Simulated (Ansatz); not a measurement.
# C₂H₃ClOSi: how energies converge with the basis set

How large a basis does C₂H₃ClOSi need? Two functionals are run in growing sets.

The runs use Ansatz 0.2.0, Gaussian basis; one geometry, several basis sets.

The runs, in order: PBE0-D4/def2-SVP; ωB97M-V/def2-SVP; PBE0-D4/def2-QZVPP; ωB97M-V/def2-QZVPP; the functionals' def2-TZVPP values are taken from earlier runs.

## Step 1: The geometry

The geometry comes from an earlier relaxation with PBE0-D4 in a triple-zeta def2 set; it is a stationary point, not always the lowest conformer.

SMILES `ClC1=CO[SiH2]1`, 8 atoms, charge 0, spin multiplicity 1.

Atoms are counted from 1 here; the program's logs count them from 0.

Bond lengths: Cl1–C2 1.697 Å, C2–C3 1.343 Å, C2–Si5 1.842 Å, C3–O4 1.384 Å, C3–H6 1.086 Å, O4–Si5 1.709 Å, Si5–H7 1.481 Å, Si5–H8 1.481 Å. Angles: Cl1–C2–C3 129.7°, Cl1–C2–Si5 145.9°, C3–C2–Si5 84.5°, C2–C3–O4 109.5°, C2–C3–H6 132.9°, O4–C3–H6 117.7°, C3–O4–Si5 88.5°, C2–Si5–O4 77.5°, C2–Si5–H7 119.6°, C2–Si5–H8 119.6°, O4–Si5–H7 112.4°, O4–Si5–H8 112.4°, H7–Si5–H8 110.7°.

As a file:

```xyz
8
charge 0, multiplicity 1
Cl   -0.66956    1.20813    2.20934
C    -0.16278    0.40486    0.80321
C     1.00260   -0.20734    0.53888
O     0.97011   -0.72646   -0.74340
Si   -0.61611   -0.11051   -0.90588
H     1.90738   -0.35540    1.12035
H    -1.62018   -1.18031   -1.10472
H    -0.71935    0.90992   -1.97368
```

## Step 2: PBE0-D4 in def2-SVP

in.yaml

```yaml
crystal:
  periodic: [false, false, false]
  atoms:
    - {symbol: Cl, position_ang: [-0.669561, 1.208132, 2.209337]}
    - {symbol: C, position_ang: [-0.162781, 0.404857, 0.803213]}
    - {symbol: C, position_ang: [1.002602, -0.207336, 0.538880]}
    - {symbol: O, position_ang: [0.970110, -0.726459, -0.743401]}
    - {symbol: Si, position_ang: [-0.616112, -0.110514, -0.905880]}
    - {symbol: H, position_ang: [1.907378, -0.355397, 1.120350]}
    - {symbol: H, position_ang: [-1.620184, -1.180306, -1.104722]}
    - {symbol: H, position_ang: [-0.719352, 0.909922, -1.973678]}
basis:
  gaussian: {orbitals: def2-SVP}
hamiltonian: {xc: pbe0, dispersion: d4}
output: {orbitals: {seedname: orbitals}}
```

On the command line:

```
$ ansatz run in.yaml --threads 2 --pin off --events-out ev --progress --plain --max-ram 4352MiB
```

Further steps of the session: ωB97M-V in def2-SVP; PBE0-D4 in def2-QZVPP; ωB97M-V in def2-QZVPP.

Before running them: what should the planned runs give, taken together? Wanted: PBE0-D4: double and triple zeta above quadruple; ωB97M-V: double and triple zeta above quadruple.

**Answer**, as computed:

| quantity | value |
| --- | --- |
| PBE0-D4: double and triple zeta above quadruple | 12.94, 0.87 eV |
| ωB97M-V: double and triple zeta above quadruple | 12.97, 0.81 eV |

For PBE0-D4 the step from double to triple zeta gains 12.07 eV and the next only 0.87 eV. These are total energies; as a rule much of such shifts cancels in differences, which this series doesn't test. The LUMO of ωB97M-V is positive and keeps falling with the basis (1.73 to 0.82 eV): an unbound level that the basis holds in place.
